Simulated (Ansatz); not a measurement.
# GeH₃ (doublet): wave-function methods side by side at scale of all distances = 2.422, 6-31G

How much of the correlation energy of GeH₃ (doublet) does each wave-function method recover here?

The runs use Ansatz 0.2.0, Gaussian basis; 6-31G, core rule «outside noble gas», up to 14 orbitals frozen.

To be run: UHF; CCSD(T) on ROHF; CCSD(T) on UHF; BCCD(T) on ROHF; CISD; CCSDT(Q) on ROHF; CCSDT(Q) on UHF; CASSCF and MRCISD+Q, 3 electrons in 3 orbitals; CASSCF and NEVPT2, 3 electrons in 3 orbitals; CASSCF and MRCISD+Q, 7 electrons in 7 orbitals; CASSCF and NEVPT2, 7 electrons in 7 orbitals; Full CI.

20 further runs of the same task are left out: 2 for a known fault of the program, 12 that didn't finish, 6 set aside as unsound or not needed.

## 1. What is computed

The geometry derives from a PBE0/def2-TZVP stationary point (not a proven minimum). All distances are scaled together. No spin-orbit coupling is included. The filled d shell of Ge may be among the frozen orbitals whatever the setting's name suggests; the logs give the count.

4 atoms, charge 0, spin multiplicity 2.

Atoms are counted from 1 here; the program's logs count them from 0.

No contacts short enough for the rule that draws bonds.

## 2. UHF

The input, in.yaml:

```yaml
crystal:
  periodic: [false, false, false]
  atoms:
    - {symbol: Ge, position_ang: [0.000082, -0.000007, -0.045364]}
    - {symbol: H, position_ang: [3.548245, 0.040905, 1.096132]}
    - {symbol: H, position_ang: [-1.812346, 3.054367, 1.086033]}
    - {symbol: H, position_ang: [-1.741782, -3.094780, 1.087084]}
basis:
  gaussian: {orbitals: 6-31G}
magnetization: {spin_polarized: true, initial_magnetization: 1}
hamiltonian: {xc: hf}
output: {orbitals: {seedname: orbitals}}
```

Started as:

```bash
$ ansatz run in.yaml --threads 1 --pin off --events-out ev --progress --plain --max-ram 2393MiB
```

The runs that follow: CCSD(T) on ROHF; CCSD(T) on UHF; BCCD(T) on ROHF; CISD; CCSDT(Q) on ROHF; CCSDT(Q) on UHF; CASSCF and MRCISD+Q, 3 electrons in 3 orbitals; CASSCF and NEVPT2, 3 electrons in 3 orbitals; CASSCF and MRCISD+Q, 7 electrons in 7 orbitals; CASSCF and NEVPT2, 7 electrons in 7 orbitals; Full CI.

**Question.** What will the summary of the whole plan be? Wanted: FCI below the RHF energy; RMP2 from FCI; UMP2 from FCI; RCCSD from FCI; RCCSD(T) from FCI; UCCSD(T) from FCI; UCCSDT(Q) from FCI; T1 diagnostic; effectively unpaired electrons.

**Answer**, as computed:

| quantity | value |
| --- | --- |
| FCI below the RHF energy | -6.7594 eV |
| RMP2 from FCI | +3047.2 meV |
| UMP2 from FCI | +316.2 meV |
| RCCSD from FCI | -211.9 meV |
| RCCSD(T) from FCI | -614.6 meV |
| UCCSD(T) from FCI | +47.2 meV |
| UCCSDT(Q) from FCI | +18.7 meV |
| levels within 1 kcal/mol (43 meV) | UCCSDT, UCCSDT(Q) |
| T1 diagnostic | 0.116 |
| effectively unpaired electrons | 4.60 |

**Reading.** RCCSD(T) lands -614.6 meV from the yardstick (9.1 % of the correlation energy). CCSD(T) misses by -614.6 meV on the restricted determinant and by +47.2 meV on the unrestricted one; the two need not hold the same state or core. RCCSD, RCCSD(T), BCCD(T) fall below full CI, which methods that aren't variational can do. The occupations show strong static correlation (4.6 unpaired electrons where one determinant has 1). These misses are within one basis, not against nature; the frozen cores of restricted and unrestricted runs differ, which can shift their rows.
